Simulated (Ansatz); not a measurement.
# Two structures of P: comparison of enthalpies under pressure

An exercise on one series of results from a longer session: the logs are not shown, and one member is left open.

Program: Ansatz 0.2.0, driven from Python. Level of theory: DFT r2SCAN, plane waves, PAW. These are calculated values, not measurements.

**Starting point**

P Fm-3m: It takes space group Fm-3m (No. 225, cubic). The conventional cell has a = 3.880 Å, b = 3.880 Å, c = 3.880 Å, α = 90.00°, β = 90.00°, γ = 90.00°. P (site symmetry m-3m) has 12 P at 2.74 Å as nearest neighbours.

P Pm-3m: The structure is cubic, space group Pm-3m (No. 221). Conventional cell: a = 2.530 Å, b = 2.530 Å, c = 2.530 Å, α = 90.00°, β = 90.00°, γ = 90.00°. Around P (site symmetry m-3m) lie 6 P at 2.53 Å.

The script holds or builds the structure itself.

The first run:

p_transition.py

```python
import warnings

import ansatz as az
import numpy as np
import pandas as pd


def fcc(A, a):
    return (
        az.Lattice.fcc(a)
        .space_group(225)
        .atom(A, (0, 0, 0))
        .primitive()
    )


def sc(first, a):
    return (
        az.Lattice.cubic(a)
        .space_group(221)
        .atom(first, (0, 0, 0))
    )


def compute(name, crystal, pressure=0.0):
    calc = (
        crystal.calculation()
        .functional('r2scan')
        .basis(500)
        .kpoints(spacing=0.16)
        .occupations('cold', width=0.05)
    )
    calc = calc.relax(force_tolerance=0.03, max_steps=60, cell=True, pressure=pressure)
    return calc.run(threads=1)


def volume_per_atom(outcome):
    return abs(np.linalg.det(outcome.lattice.cell_ang)) / len(outcome.lattice.sites)

warnings.simplefilter('ignore', az.DeckWarning)

phases = {}
phases['fcc'] = fcc('P', 3.88)
phases['sc'] = sc('P', 2.53)

pressures = [0, 15, 30, 45]
enthalpy, volume = {name: [] for name in phases}, {name: [] for name in phases}
for p in pressures:
    for name, crystal in phases.items():
        o = compute(name, crystal, pressure=p)
        volume[name].append(volume_per_atom(o))
        enthalpy[name].append(o.report['energy_sigma0_ev'] / len(o.lattice.sites) + p * volume[name][-1] / 160.21766)
gap = np.array(enthalpy['sc']) - np.array(enthalpy['fcc'])
rows = [(p, va, vb, 1000 * d) for p, va, vb, d in zip(pressures, volume['fcc'], volume['sc'], gap)]
print(pd.DataFrame(rows, columns=['P (GPa)', 'V fcc (A^3/atom)', 'V sc (A^3/atom)', 'H(sc) - H(fcc) (meV/atom)']).round(4).to_string(index=False))
crossings = [p0 - g0 * (p1 - p0) / (g1 - g0) for p0, p1, g0, g1 in zip(pressures, pressures[1:], gap, gap[1:]) if g0 * g1 < 0]
print('crossing near', [round(float(p), 1) for p in crossings], 'GPa') if crossings else print('no crossing in this range')
```

The run is started by

```
$ python p_transition.py
```

Among the steps run: Launch.

One of the session's tables, all rows but one given; the rest of the session is left out.

It belongs to the step «What each run gave». Enthalpy H = E + pV of the second structure less the first:

| pressure (GPa) | ΔH (meV/atom) |
| --- | --- |
| 0 | -958.7 |
| 15 | ? |
| 30 | -923.1 |
| 45 | -868.4 |

Q: Estimate the row for pressure (GPa) = 15 from the others.

Worked estimate for «ΔH (meV/atom)». A straight line through the neighbours (0, -958.7) and (30, -923.1) gives -958.7 + (-923.1 + 958.7) × (15 − 0) / (30 − 0) = -940.9; a parabola fitted to 3 rows on both sides gives -953.2.

**Answer.** ΔH (meV/atom): -958.1. In «ΔH (meV/atom)» the line misses by +17.2 and the parabola by +4.9.

Caveats from the session: Only these two structures are compared, at zero temperature and with their symmetry kept; either may be hypothetical, and another phase may be lower than both.
